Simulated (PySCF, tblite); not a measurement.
# C₄H₁₀B₃N₃O: excited states

What do calculations give for the excited states of C₄H₁₀B₃N₃O (`C=CN1BNB(C(C)=O)NB1`)?

Programs: tblite 0.8.0 and PySCF 2.14.0, with routines of our own; each step states its level. All values are computed. Atoms count from 0.

## Step 1: The starting structure

21 atoms, charge 0, multiplicity 1; geometry from: force field or distance geometry start.

## Step 2: Geometry optimisation with GFN2-xTB

Job settings and geometry (Å):

```
{"job": {"kind": "relax", "xc": "GFN2-xTB", "basis": "xTB"}, "charge": 0, "multiplicity": 1}
C      3.922700    -0.720200    -0.497800
C      2.828200    -0.268400    -1.150300
N      1.566600    -0.087900    -0.495300
B      0.516700     0.819200    -1.188900
N     -0.798400     1.163400    -0.476200
B     -1.197100     0.027600     0.457600
C     -2.707900    -0.338700     0.624200
C     -3.742100     0.288500    -0.247000
O     -3.035400    -1.146700     1.488100
N     -0.185300    -0.492200     1.487000
B      1.109400    -0.858200     0.753400
H      3.894500    -0.959100     0.558600
H      4.845900    -0.818100    -1.018900
H      2.950800     0.002000    -2.185800
H      0.822200     1.433000    -2.141300
H     -0.617600     2.007400     0.120800
H     -3.777100     1.382800    -0.071200
H     -3.507000     0.085600    -1.317600
H     -4.752300    -0.137200    -0.027300
H      0.046900     0.309300     2.124200
H      1.807200    -1.675100     1.234300
```

The run is started by

```console
$ OMP_NUM_THREADS=1 python excited_run.py task.json out
```

This one command runs all jobs of the session in turn.

Output:

```text
step      E/eV     max force
  0    -821.79448    2.670
  1    -822.29660    2.055
  2    -822.70675    1.581
  3    -822.87609    0.996
  4    -823.06962    1.407
  5    -823.16902    1.250
  6    -823.40937    1.366
  7    -823.69866    2.037
  8    -824.00254    2.119
  9    -824.34283    1.977
 10    -824.56342    2.624
 11    -824.79759    1.503
 12    -824.94383    1.212
 13    -825.06022    0.917
 14    -825.15231    0.735
 15    -825.22729    0.685
 16    -825.31403    0.800
 17    -825.37952    0.570
 18    -825.42000    1.025
 19    -825.45273    0.403
 20    -825.47445    0.322
 21    -825.49445    0.454
 22    -825.51484    0.397
 23    -825.53447    0.367
 24    -825.55073    0.282
 25    -825.56462    0.271
 26    -825.57695    0.304
 27    -825.58852    0.257
 28    -825.59957    0.265
 29    -825.60970    0.234
 30    -825.61784    0.185
 31    -825.62344    0.138
 32    -825.62750    0.148
 33    -825.63197    0.187
 34    -825.63753    0.193
 35    -825.64319    0.170
 36    -825.64809    0.168
 37    -825.65269    0.180
 38    -825.65805    0.179
 39    -825.66462    0.191
 40    -825.67143    0.172
 41    -825.67669    0.166
 42    -825.68010    0.146
 43    -825.68183    0.319
 44    -825.68442    0.169
 45    -825.68639    0.155
 46    -825.68930    0.110
 47    -825.69095    0.097
 48    -825.69376    0.175
 49    -825.69622    0.174
 50    -825.69925    0.123
 51    -825.70237    0.120
 52    -825.70578    0.173
 53    -825.70906    0.202
 54    -825.71199    0.137
 55    -825.71451    0.132
 56    -825.71708    0.183
 57    -825.72028    0.251
 58    -825.72422    0.356
 59    -825.72808    0.152
 60    -825.73067    0.172
 61    -825.73265    0.090
 62    -825.73411    0.178
 63    -825.73574    0.175
 64    -825.73724    0.142
 65    -825.73848    0.078
 66    -825.73953    0.070
 67    -825.74063    0.109
 68    -825.74165    0.091
 69    -825.74239    0.060
 70    -825.74295    0.052
 71    -825.74353    0.062
 72    -825.74404    0.064
 73    -825.74439    0.045
 74    -825.74466    0.037
 75    -825.74492    0.037
 76    -825.74522    0.055
 77    -825.74551    0.045
 78    -825.74576    0.034
 79    -825.74600    0.037
 80    -825.74629    0.036
 81    -825.74661    0.041
 82    -825.74691    0.037
 83    -825.74718    0.036
 84    -825.74748    0.045
 85    -825.74785    0.049
 86    -825.74822    0.047
 87    -825.74853    0.040
 88    -825.74878    0.041
 89    -825.74901    0.039
 90    -825.74922    0.037
 91    -825.74942    0.029
 92    -825.74964    0.034
 93    -825.74996    0.044
 94    -825.75036    0.052
 95    -825.75076    0.048
 96    -825.75107    0.038
 97    -825.75134    0.042
 98    -825.75165    0.049
 99    -825.75213    0.064
100    -825.75268    0.049
101    -825.75304    0.040
102    -825.75333    0.038
103    -825.75361    0.057
104    -825.75387    0.071
105    -825.75412    0.041
106    -825.75430    0.027
107    -825.75449    0.025
108    -825.75460    0.029
109    -825.75470    0.023
110    -825.75476    0.020
111    -825.75483    0.020
112    -825.75491    0.027
113    -825.75499    0.027
114    -825.75508    0.026
115    -825.75519    0.032
116    -825.75533    0.037
117    -825.75553    0.038
118    -825.75576    0.035
119    -825.75597    0.039
120    -825.75619    0.034
121    -825.75642    0.039
122    -825.75668    0.040
123    -825.75689    0.025
124    -825.75705    0.025
125    -825.75719    0.033
126    -825.75735    0.039
127    -825.75752    0.032
128    -825.75764    0.021
129    -825.75772    0.019
130    -825.75780    0.023
131    -825.75790    0.030
132    -825.75804    0.036
133    -825.75819    0.033
134    -825.75834    0.031
135    -825.75851    0.046
136    -825.75874    0.057
137    -825.75900    0.047
138    -825.75921    0.026
139    -825.75938    0.034
140    -825.75951    0.037
141    -825.75965    0.040
142    -825.75982    0.044
143    -825.75998    0.028
144    -825.76011    0.039
145    -825.76026    0.044
146    -825.76044    0.046
147    -825.76060    0.040
148    -825.76084    0.034
149    -825.76110    0.038
150    -825.76138    0.048
151    -825.76166    0.035
152    -825.76189    0.029
153    -825.76210    0.027
154    -825.76233    0.033
155    -825.76257    0.034
156    -825.76279    0.040
157    -825.76298    0.038
158    -825.76318    0.055
159    -825.76341    0.051
160    -825.76369    0.047
161    -825.76406    0.042
162    -825.76439    0.044
163    -825.76471    0.058
164    -825.76506    0.049
165    -825.76531    0.031
166    -825.76551    0.063
167    -825.76572    0.042
168    -825.76589    0.020
169    -825.76597    0.015
170    -825.76600    0.010
171    -825.76602    0.008
```

Wall time 2.5 s (1 thread of Arm Neoverse N1, shared host); peak memory 0.18 GiB.

Step by step: (not every step is listed)

```
step  energy from step 0 (eV)  largest force (eV/Å)
   0                   0.0000                2.6700
   1                  -0.5021                2.0552
   2                  -0.9123                1.5808
   3                  -1.0816                0.9960
   4                  -1.2751                1.4073
   5                  -1.3745                1.2496
   6                  -1.6149                1.3664
   7                  -1.9042                2.0373
   8                  -2.2081                2.1189
  23                  -3.7400                0.3665
  38                  -3.8636                0.1786
  53                  -3.9146                0.2019
  68                  -3.9472                0.0907
  83                  -3.9527                0.0363
  98                  -3.9572                0.0488
 113                  -3.9605                0.0267
 128                  -3.9632                0.0212
 143                  -3.9655                0.0283
 158                  -3.9687                0.0550
 166                  -3.9710                0.0626
 167                  -3.9712                0.0419
 168                  -3.9714                0.0202
 169                  -3.9715                0.0149
 170                  -3.9715                0.0104
 171                  -3.9715                0.0084
```

Distances of close pairs at the start and the end, largest changes first:

```
  bond  before (Å)  after (Å)  change (Å)
 B5–N9       1.534      1.410      -0.124
 N2–B3       1.551      1.429      -0.122
 B3–N4       1.535      1.417      -0.118
N9–B10       1.532      1.415      -0.118
 N4–B5       1.523      1.414      -0.110
N2–B10       1.537      1.433      -0.104
 B5–C6       1.563      1.607      +0.043
N4–H15       1.049      1.009      -0.041
```

The final coordinates are the input of the step that follows.

## Step 3: Vibrational analysis with GFN2-xTB

Job settings and geometry (Å):

```
{"job": {"kind": "ir", "xc": "GFN2-xTB", "basis": "xTB"}, "charge": 0, "multiplicity": 1}
C      3.991612    -0.296186    -0.215033
C      2.918706    -0.111312    -0.970055
N      1.583511    -0.150960    -0.546339
B      0.623131     0.603734    -1.287559
N     -0.722481     0.617356    -0.844848
B     -1.152583    -0.105159     0.291930
C     -2.661487    -0.122015     0.843512
C     -3.702112     0.704997     0.112700
O     -2.973025    -0.776443     1.822161
N     -0.179553    -0.866666     0.971532
B      1.179610    -0.931980     0.585200
H      3.929113    -0.506486     0.836840
H      4.976603    -0.242989    -0.642225
H      3.039438     0.131201    -2.019479
H      0.937827     1.210425    -2.241819
H     -1.389134     1.164445    -1.367669
H     -3.400362     1.750529     0.122433
H     -3.760237     0.377119    -0.923369
H     -4.677567     0.603298     0.582945
H     -0.494938    -1.400367     1.769336
H      1.925009    -1.635599     1.150428
```

Output:

```text
mode    cm-1     km/mol
  1      34.3      2.45
  2      55.2      1.87
  3      93.1      1.59
  4     110.4      4.09
  5     143.6      1.08
  6     190.9      2.31
  7     233.0      1.65
  8     265.9      0.35
  9     280.7      3.50
 10     337.4      0.16
 11     374.6      3.25
 12     421.5     13.16
 13     483.7      3.56
 14     517.2      3.38
 15     523.0      2.27
 16     604.0     16.74
 17     625.4     11.02
 18     669.1      0.01
 19     716.6      3.97
 20     728.5      1.28
 21     744.8      1.27
 22     801.6     88.23
 23     819.4    231.71
 24     851.9     20.26
 25     891.7      1.23
 26     949.0      2.49
 27     956.4     19.59
 28     999.1      3.74
 29    1007.2     10.60
 30    1020.9      8.10
 31    1029.5     24.07
 32    1082.4      6.66
 33    1137.3      0.67
 34    1167.3    140.73
 35    1198.4      8.35
 36    1210.2      4.22
 37    1269.1      9.29
 38    1321.3     76.56
 39    1333.4    105.52
 40    1354.5     33.95
 41    1392.5    286.99
 42    1404.5    143.69
 43    1419.4    644.67
 44    1460.0     10.10
 45    1463.6     10.54
 46    1691.8     85.48
 47    1706.3    214.77
 48    2600.9    186.77
 49    2631.4    131.28
 50    3019.0     18.24
 51    3023.9      7.20
 52    3034.1     46.63
 53    3040.9     25.20
 54    3126.0     10.49
 55    3155.5     41.57
 56    3441.0      3.23
 57    3462.6      0.27
```

Wall time 1.5 s (1 thread of Arm Neoverse N1, shared host); peak memory 0.18 GiB.

Which atoms move in the most intense modes:

```
cm⁻¹  km/mol                                  atoms
 819   231.7  H19 41 %, H20 28 %, B10 13 %, N9 10 %
1167   140.7             C6 41 %, B5 12 %, H15 11 %
1392   287.0   B5 27 %, H12 16 %, H11 12 %, N2 12 %
1404   143.7            H12 29 %, H11 24 %, B5 12 %
1419   644.7     N9 28 %, B5 17 %, N4 14 %, B3 13 %
1706   214.8                       C6 60 %, O8 38 %
2601   186.8                               H14 92 %
2631   131.3                               H20 92 %
```

## Step 4: Excited states: TDA CAM-B3LYP/def2-SVP

The job, as its differences from that of step 3:

```diff
@@ -1,2 +1,2 @@
-{"job": {"kind": "ir", "xc": "GFN2-xTB", "basis": "xTB"}, "charge": 0, "multiplicity": 1}
+{"job": {"kind": "states", "xc": "CAM-B3LYP", "basis": "def2-SVP", "tda": true, "soc": true, "nstates": 8, "ntriplets": 5, "nquad": 4}, "charge": 0, "multiplicity": 1}
 C      3.991612    -0.296186    -0.215033
```

Method: TDA CAM-B3LYP/def2-SVP excited states, vertical, gas phase, spin-orbit mean-field couplings.

Output:

```text
coarse grid: 18080 points
cycle   1  E = -471.8351448311  dE =  2.041e+00  |g| = 9.257e-01  |ddm| = 5.035e+00
cycle   2  E = -471.6188054822  dE =  2.163e-01  |g| = 1.456e+00  |ddm| = 2.168e+00
cycle   3  E = -472.0220760355  dE = -4.033e-01  |g| = 1.560e-01  |ddm| = 1.451e+00
cycle   4  E = -472.0265001490  dE = -4.424e-03  |g| = 7.384e-02  |ddm| = 1.659e-01
cycle   5  E = -472.0276225853  dE = -1.122e-03  |g| = 1.428e-02  |ddm| = 7.175e-02
cycle   6  E = -472.0276701588  dE = -4.757e-05  |g| = 4.580e-03  |ddm| = 1.660e-02
cycle   7  E = -472.0276750519  dE = -4.893e-06  |g| = 1.820e-03  |ddm| = 7.676e-03
final grid: 176360 points
cycle   8  E = -472.1128832915  dE = -4.838e-05  |g| = 6.601e-03  |ddm| = 2.834e-02
cycle   9  E = -472.1128801431  dE =  3.148e-06  |g| = 7.960e-03  |ddm| = 1.101e-02
cycle  10  E = -472.1128929827  dE = -1.284e-05  |g| = 1.021e-03  |ddm| = 6.051e-03
cycle  11  E = -472.1128931818  dE = -1.992e-07  |g| = 3.133e-04  |ddm| = 9.906e-04
cycle  12  E = -472.1128931988  dE = -1.693e-08  |g| = 1.409e-04  |ddm| = 3.782e-04
cycle  13  E = -472.1128932034  dE = -4.645e-09  |g| = 2.565e-05  |ddm| = 1.294e-04
cycle  14  E = -472.1128932036  dE = -2.151e-10  |g| = 1.228e-05  |ddm| = 3.990e-05
converged SCF energy = -472.1128932036

Singlet excitations
state   eV       nm        f     d(h-e)  d(exc)  Lambda  PR(NTO)  |dmu|/D   mu/D   main configurations
  1   3.4429   360.1   0.00035   0.636   2.236   0.513   1.005    1.944    2.630   H-1->L 0.90
  2   5.6321   220.1   0.32706   3.286   4.560   0.431   1.036   11.152   11.646   H->L 0.90
  3   6.0462   205.1   0.00271   1.332   3.197   0.511   1.863    4.826    5.397   H->L+1 0.48, H-2->L 0.41
  4   6.7059   184.9   0.07166   1.536   3.207   0.503   2.082    5.184    5.997   H-2->L 0.49, H->L+1 0.45
  5   7.1783   172.7   0.00601   2.215   3.901   0.328   1.378                     H-1->L+2 0.25, H-1->L+1 0.22, H-1->L+4 0.18
  6   7.2475   171.1   0.36454   1.208   3.824   0.670   1.195                     H->L+2 0.84
  7   7.3284   169.2   0.00115   3.339   4.362   0.212   1.090                     H-1->L+1 0.69, H-1->L+2 0.19
  8   7.5478   164.3   0.02118   1.234   3.593   0.484   1.554                     H-3->L 0.45, H-4->L 0.25, H-1->L+3 0.12

Triplet excitations (Tamm-Dancoff)
state   eV     d(h-e)  d(exc)  Lambda  PR(NTO)   main configurations
  1   2.7361   0.579   2.179   0.510   1.005   H-1->L 0.89
  2   4.1006   0.373   2.566   0.601   1.045   H->L+2 0.46, H->L 0.25, H->L+1 0.14
  3   5.1443   1.316   3.262   0.519   1.317   H->L 0.34, H-3->L 0.13, H-6->L 0.10
  4   5.5969   1.045   3.152   0.547   1.392   H-6->L 0.24, H->L 0.24, H-5->L 0.09
  5   5.7434   1.129   2.881   0.489   1.553   H-2->L 0.66, H->L+1 0.14
S1 - T1 = 0.7068 eV

Spin-orbit couplings |<S|Hso|T>| (cm-1)
             T1       T2       T3       T4       T5
S0       51.510    1.046    0.405    0.395    0.677
S1        0.577    2.692   26.767   26.461    9.575
S2        5.346    0.425    0.191    0.073    0.625
S3        1.445    0.467    0.516    0.364    0.105
S4        3.996    0.621    0.276    0.324    0.459
S5        5.631    1.214    5.256    8.752    5.635
S6        1.053    1.580    0.315    0.746    0.387
S7        3.956    0.073    2.271    5.009    3.756
S8        6.635    2.243    1.502    3.516    4.806
T1 sublevels (cm-1): 0.000 0.002 0.192   radiative rates (1/s): 0.0902 0.0605 175
```

It took 1.8 min on 1 thread of Arm Neoverse N1, shared host; peak memory 1 GiB.

In short:

```
  quantity    value
S1 less T1  0.71 eV
```

## Step 5: Results

```
                                   quantity                  value
  strongest single infrared mode (GFN2-xTB)  1419 cm⁻¹, 645 km/mol
               zero-point energy (GFN2-xTB)          99.5 kcal/mol
S1 less T1 (step 4, TDA CAM-B3LYP/def2-SVP)                0.71 eV
```

**Reading.** All 57 modes are real, so the xTB geometry is a minimum. The strongest single mode, at 1419 cm⁻¹, is spread over several atoms, N9, B5, N4, B3 among them. Unscaled tight-binding wavenumbers are off by several per cent, some by more. Its intensities can rank the bands wrongly. In step 4, the number of triplets below S1 is 1, and the largest singlet-triplet spin-orbit coupling is S0–T1, 51.51 cm⁻¹.
